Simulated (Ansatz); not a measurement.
Here is an Ansatz 0.2.0 calculation.

File input.yaml:

```yaml
crystal:
  lattice:
    - [1.412615, -5.210747, 0.0]
    - [1.412615, 5.210747, 0.0]
    - [0.0, 0.0, 4.343424]
  atoms:
    - { symbol: Cu, position: [0.167253, 0.832747, 0.75] }
    - { symbol: Cu, position: [0.832747, 0.167253, 0.25] }
    - { symbol: O, position: [0.78897, 0.21103, 0.75] }
    - { symbol: O, position: [0.21103, 0.78897, 0.25] }
    - { symbol: O, position: [0.551486, 0.448514, 0.75] }
    - { symbol: O, position: [0.448514, 0.551486, 0.25] }
hamiltonian:
  xc: lda
  pseudopotentials: { kind: paw }
kpoints:
  mp_grid: { grid: [10, 10, 6] }
  band_path:
    path:
      - [[0.0, 0.0, 0.0], [0.2683733209, 0.2683733209, 0.0], [0.0, 0.5, 0.0], [0.0, 0.5, 0.5], [0.2683733209, 0.2683733209, 0.5], [0.0, 0.0, 0.5], [0.0, 0.0, 0.0], [-0.5, 0.5, 0.0], [-0.2683733209, 0.7316266791, 0.0], [-0.2683733209, 0.7316266791, 0.5], [-0.5, 0.5, 0.5], [-0.5, 0.5, 0.0]]
      - [[0.0, 0.0, 0.5], [-0.5, 0.5, 0.5]]
    npoints: 14
scf:
  occupations: { method: fermi_dirac, width: 0.05 }
  n_extra_bands: 15
output:
  forces: true
  stress: true
  eigenvalues: true
  fatbands: true
  write_density: true
  write_potential: true
  elf: true
  volumetric_format: npy
```

Potentials or basis: Ansatz PAW.

Command:

```sh
$ ansatz run input.yaml --threads 2 --pin off --max-ram 5632MiB --backend cpu --events-out ev --progress --plain --runs-dir out
```

Q: What does it give for the largest force?

A: 0.791 eV/Å.

Q: Predict the pressure.

A: -14.9 GPa.

Stress tensor (GPa, compression positive):
```
-17.84   0.00   0.00
  0.00 -15.02   0.00
  0.00   0.00 -11.71
```

Caveat: the pressure holds a Pulay correction of +1.1 GPa for the finite cutoff; the run has no spin polarisation, though such a crystal can be magnetic; semilocal functionals often make such compounds metallic where correlation or magnetic order opens a gap, which also shifts bond lengths; the PAW data sets come from PBE, with cores solved anew for the run's functional, which leaves a small shift of forces and pressure.
